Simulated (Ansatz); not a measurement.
# CH5GaN2: how energies converge with the basis set

The task here is to estimate one member of a computed series from the others.

Computed with Ansatz 0.2.0, Gaussian basis. Level: one geometry, several basis sets.

The runs, in order: PBE0-D4/def2-SVP; ωB97M-V/def2-SVP; PBE0-D4/def2-QZVPP; ωB97M-V/def2-QZVPP; the functionals' def2-TZVPP values are taken from earlier runs.

### The geometry

An earlier PBE0-D4 in a triple-zeta def2 set relaxation fixed the geometry.

9 atoms, charge 0, spin multiplicity 1.

Atoms are counted from 1 here; the program's logs count them from 0.

Bond lengths: N1–C2 1.280 Å, N1–H5 1.015 Å, C2–N3 1.366 Å, C2–Ga4 1.994 Å, N3–H6 1.003 Å, N3–H7 1.010 Å, Ga4–H8 1.568 Å, Ga4–H9 1.573 Å. Angles: C2–N1–H5 111.3°, N1–C2–N3 119.2°, N1–C2–Ga4 122.5°, N3–C2–Ga4 118.3°, C2–N3–H6 120.0°, C2–N3–H7 117.2°, H6–N3–H7 117.2°, C2–Ga4–H8 115.4°, C2–Ga4–H9 122.0°, H8–Ga4–H9 122.6°.

Geometry (Å):

```xyz
9
charge 0, multiplicity 1
N    -0.2359    0.5058   -1.5983
C     0.1473    0.2507   -0.4039
N     1.2930    0.8271    0.0656
Ga   -0.8355   -1.0071    0.7905
H    -1.0681   -0.0231   -1.8392
H     1.4747    0.8509    1.0515
H     1.7074    1.5559   -0.4973
H    -2.0487   -1.7513    0.1330
H    -0.4341   -1.2090    2.2981
```

The first run:

Contents of in.yaml:

```yaml
crystal:
  periodic: [false, false, false]
  atoms:
    - {symbol: N, position_ang: [-0.235928, 0.505839, -1.598320]}
    - {symbol: C, position_ang: [0.147277, 0.250745, -0.403873]}
    - {symbol: N, position_ang: [1.293008, 0.827068, 0.065600]}
    - {symbol: Ga, position_ang: [-0.835516, -1.007111, 0.790513]}
    - {symbol: H, position_ang: [-1.068100, -0.023119, -1.839167]}
    - {symbol: H, position_ang: [1.474722, 0.850863, 1.051459]}
    - {symbol: H, position_ang: [1.707381, 1.555924, -0.497281]}
    - {symbol: H, position_ang: [-2.048735, -1.751252, 0.132980]}
    - {symbol: H, position_ang: [-0.434120, -1.208958, 2.298087]}
basis:
  gaussian: {orbitals: def2-SVP}
hamiltonian: {xc: pbe0, dispersion: d4}
output: {orbitals: {seedname: orbitals}}
```

The run is started by

```
ansatz run in.yaml --threads 2 --pin off --events-out ev --progress --plain --max-ram 4352MiB
```

Among the steps run: PBE0-D4 in def2-SVP; ωB97M-V in def2-SVP; PBE0-D4 in def2-QZVPP; ωB97M-V in def2-QZVPP.

One table of the session follows, with a row left open; its other results are not shown here.

It belongs to the step «Functionals by basis». 

| functional | basis | HOMO (eV) | LUMO (eV) |
| --- | --- | --- | --- |
| PBE0-D4 | def2-SVP | -6.54 | -1.92 |
| PBE0-D4 | def2-TZVPP | ? | ? |
| PBE0-D4 | def2-QZVPP | -6.82 | -2.06 |
| ωB97M-V | def2-SVP | -8.78 | -0.18 |
| ωB97M-V | def2-TZVPP | -9.05 | -0.30 |
| ωB97M-V | def2-QZVPP | -9.10 | -0.42 |

**Question.** Estimate the row for PBE0-D4, def2-TZVPP.

The run gave: HOMO (eV): -6.77; LUMO (eV): -2.02. In the column «HOMO (eV)» it lies between PBE0-D4, def2-QZVPP (-6.82) and PBE0-D4, def2-SVP (-6.54).
